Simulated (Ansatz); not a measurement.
# Mg2C: one candidate of a structure search

The task: take a trial cell of Mg2C to zero force and stress.

Program: Ansatz 0.2.0. Level of theory: DFT PBE, scalar-relativistic, plane waves, PAW. These are calculated values, not measurements.

## Step 1: The starting structure

Symmetry: I4/mmm, No. 139, tetragonal system. Conventional cell: a = 4.195 Å, b = 4.195 Å, c = 5.480 Å, α = 90.00°, β = 90.00°, γ = 90.00°. Mg (site symmetry mmm) is surrounded by 2 C at 2.10 Å. Around C (site symmetry 4/mmm) lie 4 Mg at 2.10 Å.

As a file:

```
CELL_PARAMETERS angstrom
-2.09767 2.09767 2.73981
2.09767 -2.09767 2.73981
2.09767 2.09767 -2.73981
ATOMIC_POSITIONS crystal
Mg 0.50000 0.00000 0.50000
Mg 0.00000 0.50000 0.50000
C 0.50000 0.50000 0.00000
```

The cell is invented: random cell by space group and Wyckoff sites (I4/mmm, No. 139). Its size is a rough estimate.

## Step 2: A first look at the guess

File input.yaml:

```yaml
crystal:
  lattice:
    - [-2.09767393, 2.09767393, 2.73981146]
    - [2.09767393, -2.09767393, 2.73981146]
    - [2.09767393, 2.09767393, -2.73981146]
  atoms:
    - { symbol: Mg, position: [0.5, 0.0, 0.5] }
    - { symbol: Mg, position: [0.0, 0.5, 0.5] }
    - { symbol: C, position: [0.5, 0.5, 0.0] }
basis:
  ecutwfc: 420
kpoints:
  mp_grid: { grid: [6, 6, 6] }
hamiltonian:
  xc: pbe
scf:
  occupations: { method: gaussian, width: 0.1 }
  lower_state_search: "off"
output:
  forces: true
  stress: true
  eigenvalues: true
```

Started as:

```sh
> ansatz run input.yaml --threads 1 --pin off --max-ram 2560MiB --backend cpu --events-out ev --progress --plain --runs-dir out
```

Further runs follow: spin check on a coarse mesh; a loose first relaxation; final relaxation.

What does the calculation give? Wanted: conventional cell; volume; energy over the elements; gap on the mesh.

The runs gave:

```
                              quantity                                                                      value
symmetry at the end (tolerance 0.05 Å)                                               space group I4/mmm (No. 139)
                     conventional cell  a = 4.236 Å, b = 4.236 Å, c = 6.130 Å, α = 90.00°, β = 90.00°, γ = 90.00°
                                volume                                                              18.33 Å³/atom
              energy over the elements                                                              +0.74 eV/atom
                       gap on the mesh                                                               none (metal)
```

The space group I4/mmm (No. 139) is kept, and the volume per atom grows by 14.0 % from the first guess. The formation energy is positive, so the separate elements lie lower. No finished test with a distortion of lower symmetry is shown, so the end may be a saddle point. Other magnetic orders were not searched.
